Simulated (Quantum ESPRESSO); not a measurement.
Crystal: HfIn4SiO6.

```
CELL_PARAMETERS angstrom
5.27743 0.00000 0.00000
-2.63872 4.57039 0.00000
0.00000 0.00000 10.55905
ATOMIC_POSITIONS crystal
Hf 0.66667 0.33333 0.00000
In 0.00000 0.00000 0.30446
In 0.00000 0.00000 0.69554
In 0.33333 0.66667 0.78919
In 0.33333 0.66667 0.21081
Si 0.00000 0.00000 0.00000
O 0.97300 0.70496 0.89972
O 0.29504 0.02700 0.10028
O 0.29504 0.26804 0.89972
O 0.73196 0.70496 0.10028
O 0.73196 0.02700 0.89972
O 0.97300 0.26804 0.10028
```

The cell was built by a generator and needn't be a form met in nature.

Base run:

| Quantity | Value |
| --- | --- |
| Program | Quantum ESPRESSO 7.5 |
| Functional | LDA |
| Potentials or basis | SG15 PBE 1.2 |
| Cutoff | 1197 eV |
| Density cutoff | 4789 eV |
| k mesh | 4 × 4 × 2 |
| Occupations | fermi-dirac, width 0.05 eV |
| Spin | no spin polarisation |

Its results: band gap on the k mesh 0.32 eV, indirect (least direct gap 1.58 eV); pressure -4.8 GPa; largest force 0.490 eV/Å.

Question: The run is repeated on the same cell with these changes: functional from LDA to PBEsol. What comes out?

Answer: Band gap on the k mesh 0.31 eV, indirect (least direct gap 1.64 eV); pressure -2.5 GPa; largest force 0.267 eV/Å.

PBEsol binds less tightly than LDA, so the same cell stands under more pressure.

Caveats: the potentials were made for another functional, which shifts forces and pressure; spin-orbit coupling is left out, which moves the levels of the heavy elements; the mesh misses the band edges, which the band path finds closer together.
